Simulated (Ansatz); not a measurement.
# C2H5InO: a ladder of functionals and wavefunction methods

Aim: compute C2H5InO with functionals from several rungs and with coupled cluster. The yardstick is the atomisation energy at the CCSD(T) limit.

The runs use Ansatz 0.2.0, Gaussian basis; functionals in def2-TZVPP, the program's frozen cores in correlated methods.

Plan: LDA (SPW92), PBE-D4, revPBE-D4, BLYP-D4, r2SCAN-D4, B97M-V, PBE0-D4, B3LYP-D4, r2SCANh-D4, r2SCAN0-D4, HSE06-D4, BHLYP-D4, CAM-B3LYP-D4, LC-ωPBE, ωB97X-V, ωB97M-V, B2PLYP, PBE-QIDH; CCSD(T)/def2-SVP; CCSD(T)/def2-TZVPP; MP2/def2-QZVPP; extrapolation to the limit; RPA on PBE.

1 further run of the same task is left out (for a known fault of the program).

## (1) The relaxed structure

An earlier PBE0-D4 in a triple-zeta def2 set relaxation fixed the geometry. In takes the def2 core potential; no spin-orbit term is included.

SMILES `C[C](=O)[InH2]`, 9 atoms, charge 0, spin multiplicity 1.

Atoms are counted from 1 here; the program's logs count them from 0.

Bond lengths: C1–C2 1.499 Å, C1–H5 1.093 Å, C1–H6 1.095 Å, C1–H7 1.095 Å, C2–O3 1.209 Å, C2–In4 2.211 Å, In4–H8 1.725 Å, In4–H9 1.725 Å. Angles: C2–C1–H5 111.2°, C2–C1–H6 109.2°, C2–C1–H7 109.1°, H5–C1–H6 110.2°, H5–C1–H7 110.2°, H6–C1–H7 106.8°, C1–C2–O3 122.1°, C1–C2–In4 127.4°, O3–C2–In4 110.5°, C2–In4–H8 118.8°, C2–In4–H9 118.8°, H8–In4–H9 121.5°.

## (2) LDA

This LDA is Slater exchange with PW92 correlation.

in.yaml reads:

```yaml
crystal:
  periodic: [false, false, false]
  atoms:
    - {symbol: C, position_ang: [0.344366, 1.187981, -0.839107]}
    - {symbol: C, position_ang: [0.606971, -0.087086, -0.096193]}
    - {symbol: O, position_ang: [1.705829, -0.590261, -0.051569]}
    - {symbol: In, position_ang: [-0.847814, -1.304767, 1.038770]}
    - {symbol: H, position_ang: [1.255318, 1.565495, -1.309789]}
    - {symbol: H, position_ang: [-0.427239, 1.011083, -1.595074]}
    - {symbol: H, position_ang: [-0.058668, 1.931615, -0.144251]}
    - {symbol: H, position_ang: [-1.599822, -2.644660, 0.254646]}
    - {symbol: H, position_ang: [-0.978940, -1.069402, 2.742578]}
basis:
  gaussian: {orbitals: def2-TZVPP}
hamiltonian: {xc: lda}
output: {orbitals: {seedname: orbitals}}
```

Started as:

```console
$ ansatz run in.yaml --threads 2 --pin off --events-out ev --progress --plain --max-ram 4352MiB
```

After this run come: PBE-D4 (GGA); revPBE-D4 (GGA); BLYP-D4 (GGA); r2SCAN-D4 (meta-GGA); B97M-V (meta-GGA); PBE0-D4 (hybrid); B3LYP-D4 (hybrid); r2SCANh-D4 (hybrid); r2SCAN0-D4 (hybrid); HSE06-D4 (hybrid); BHLYP-D4 (hybrid); CAM-B3LYP-D4 (range-separated); LC-ωPBE (range-separated); ωB97X-V (range-separated); ωB97M-V (range-separated); B2PLYP (double hybrid); PBE-QIDH (double hybrid); CCSD(T) in def2-SVP; CCSD(T) in def2-TZVPP; MP2 in def2-QZVPP; RPA on PBE orbitals.

Before running them: what should the planned runs give, taken together? Wanted: atomisation energy, CCSD(T)/CBS; farthest beyond LDA; mean size of error, GGA; mean size of error, meta-GGA; mean size of error, hybrid; mean size of error, range-separated; mean size of error, double hybrid; gap, smallest and largest; T1 diagnostic.

**Answer**, as computed:

| quantity | value |
| --- | --- |
| atomisation energy, CCSD(T)/CBS | 733.5 kcal/mol |
| functionals within 7.3 kcal/mol (1.0 %) | revPBE-D4, BLYP-D4, r2SCAN-D4, B97M-V, PBE0-D4, B3LYP-D4, r2SCANh-D4, HSE06-D4, CAM-B3LYP-D4, LC-ωPBE, ωB97X-V, ωB97M-V, PBE-QIDH |
| farthest beyond LDA | BHLYP-D4 (-28.3 kcal/mol) |
| mean size of error, GGA | 6.8 kcal/mol |
| mean size of error, meta-GGA | 4.0 kcal/mol |
| mean size of error, hybrid | 7.9 kcal/mol |
| mean size of error, range-separated | 2.3 kcal/mol |
| mean size of error, double hybrid | 8.3 kcal/mol |
| gap, smallest and largest | 2.54 eV (LDA (SPW92)), 8.91 eV (LC-ωPBE) |
| T1 diagnostic | 0.0175 |
| triples share of the correlation energy | 3.8 % |

LDA overbinds by 117.0 kcal/mol (16 %). PBE-D4 misses by +18.3 kcal/mol. Double hybrids carry the basis error of their MP2 part in triple zeta, and no dispersion term here, so their miss is partly the set-up's. The rungs range-separated, meta-GGA, GGA miss on average by less than the doubt on the reference (7.3 kcal/mol), so they tie. The reference freezes the cores and leaves out spin-orbit coupling and excitations past (T), and its outer-core shells are covered unevenly, so misses under about 7.3 kcal/mol can't be ranked. All levels share the lack of spin-orbit coupling, which lowers the free heavy atoms and so the true binding. Hartree-Fock recovers 70 % of the binding; the rest is correlation. CCSD(T) in def2-SVP is off by -36.7 kcal/mol, which most functionals beat. The gap grows from 2.5 to 8.9 eV across the functionals, mostly with the share of exact exchange. Correlated methods include outer-core shells of In, which these sets cover unevenly.
